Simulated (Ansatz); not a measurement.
# CH2O2Se: ionisation energy by level of theory

How much energy removes an electron from CH2O2Se at fixed geometry? The cation is run at each level and the neutral's energy taken from earlier runs.

The runs use Ansatz 0.2.0, Gaussian basis; unrestricted cation, the program's frozen cores in correlated methods.

Levels to be run: UKS PBE-D4/def2-TZVPP; UKS r2SCAN-D4/def2-TZVPP; UKS PBE0-D4/def2-TZVPP; UKS B3LYP-D4/def2-TZVPP; UKS wB97X-V/def2-TZVPP; UKS wB97M-V/def2-TZVPP; UKS B2PLYP/def2-TZVPP; UHF-CCSD(T)/def2-TZVPP; UHF-MP2/def2-QZVPP; extrapolation to the limit; then −ε(HOMO) from the neutral's earlier runs with LDA (SPW92), PBE-D4, revPBE-D4, BLYP-D4, r2SCAN-D4, B97M-V, PBE0-D4, B3LYP-D4, r2SCANh-D4, r2SCAN0-D4, HSE06-D4, BHLYP-D4, CAM-B3LYP-D4, LC-ωPBE, ωB97X-V, ωB97M-V.

## Step 1: The relaxed structure

The geometry comes from an earlier relaxation with PBE0-D4 in a triple-zeta def2 set; it is a stationary point.

SMILES `O=C(O)[SeH]`, 6 atoms, charge 0, spin multiplicity 1.

Atoms are counted from 1 here; the program's logs count them from 0.

Bond lengths: O1–C2 1.192 Å, C2–O3 1.339 Å, C2–Se4 1.921 Å, O3–H5 0.969 Å, Se4–H6 1.466 Å. Angles: O1–C2–O3 125.1°, O1–C2–Se4 126.5°, O3–C2–Se4 108.4°, C2–O3–H5 106.8°, C2–Se4–H6 91.4°.

## Step 2: Cation, UKS PBE-D4/def2-TZVPP

File in.yaml:

```yaml
crystal:
  periodic: [false, false, false]
  atoms:
    - {symbol: O, position_ang: [-0.276893, -0.663286, 1.138194]}
    - {symbol: C, position_ang: [0.111034, -0.154141, 0.132917]}
    - {symbol: O, position_ang: [1.322417, -0.339305, -0.405539]}
    - {symbol: Se, position_ang: [-0.872655, 1.058745, -0.986559]}
    - {symbol: H, position_ang: [1.796971, -0.952495, 0.175612]}
    - {symbol: H, position_ang: [-2.038674, 0.986383, -0.100824]}
basis:
  gaussian: {orbitals: def2-TZVPP}
total_charge: 1
magnetization: {spin_polarized: true, initial_magnetization: 1}
hamiltonian: {xc: pbe, dispersion: d4}
```

Further steps of the session: Cation, UKS r2SCAN-D4/def2-TZVPP; Cation, UKS PBE0-D4/def2-TZVPP; Cation, UKS B3LYP-D4/def2-TZVPP; Cation, UKS wB97X-V/def2-TZVPP; Cation, UKS wB97M-V/def2-TZVPP; Cation, UKS B2PLYP (frozen core)/def2-TZVPP; Cation, UHF-CCSD(T)/def2-TZVPP; Cation, UHF-MP2/def2-QZVPP.

Q: Predict the results of all the runs planned. Wanted: ionisation energy, CCSD(T)/CBS; nearest functional by difference; nearest −ε(HOMO); −ε(HOMO) of PBE; T1 of the cation.

As calculated:

```
                        quantity                value
  ionisation energy, CCSD(T)/CBS             10.15 eV
nearest functional by difference  B3LYP-D4 (-0.15 eV)
                nearest −ε(HOMO)   LC-ωPBE (+0.07 eV)
                 −ε(HOMO) of PBE              6.36 eV
                T1 of the cation                0.019
```

What this shows: Energy differences with functionals land within 0.35 eV of the reference. The PBE orbital energy is 3.8 eV too small: a semilocal HOMO is no ionisation energy. Among orbital estimates LC-ωPBE comes nearest. Hartree-Fock falls 1.10 eV short, as the neutral has more correlation energy than the cation. Correlated methods include outer-core shells of Se, which these sets cover unevenly. With outer-core shells in play the reference is unsure by up to some tenths of an eV, so close misses can't be ranked.
